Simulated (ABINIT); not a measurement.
Runs of ABINIT 10.8.3 (patched build) on AlBN. It takes space group P4/mmm (No. 123, tetragonal). Conventional cell: a = 2.646 Å, b = 2.646 Å, c = 5.403 Å, α = 90.00°, β = 90.00°, γ = 90.00°. Al (site symmetry 4/mmm) has 4 N at 1.87 Å as nearest neighbours. B (site symmetry 4/mmm) is surrounded by 4 B at 2.65 Å and 2 Al at 2.70 Å. N (site symmetry 4/mmm) has 4 Al at 1.87 Å as nearest neighbours. The cell was built by a generator and needn't be a form met in nature.

```csv
task,level,potentials or basis,cell,cutoff (eV),cell freedom (optcell),optimiser (ionmov),cutoff smearing ecutsm (Ha),force stop (Ha/bohr),fine-grid cutoff,gap on the mesh (eV),pressure (GPa),relaxed volume (Å³/atom)
relaxation of cell and atoms,PBE+D3(BJ),PseudoDojo NC SR PBE v0.4.1 standard,relaxed,1143,2,2,0.5,2e-05,-,none,0.0,(a)
relaxation of cell and atoms,PBEsol,JTH PAW PBE v2.0,relaxed,707,2,2,0.5,2e-05,1306.15 eV,none,0.0,11.65
relaxation of cell and atoms,PBEsol,PseudoDojo NC SR PBEsol v0.4.1 standard,relaxed,1143,2,2,0.5,2e-05,-,none,0.0,11.61
single point,LDA,PseudoDojo NC SR LDA v0.4.1 standard,as given,952,-,-,-,-,-,none,-7.0,-
```

Alike in all rows: no spin polarisation; k mesh 8 × 8 × 4; smearing fermi-dirac 0.05 eV.

Question: Estimate the missing entries.

Answer: (a) 11.74.

Caveats: pairwise dispersion overbinds metals, which lowers pressure and volume (some runs); the PAW data sets were made with another functional, which shifts forces and pressure a little (some runs).

A k mesh can miss the band edges.

A gap of «none» marks a metal or a gap under the smearing width.

Not every run made on this cell is shown here.
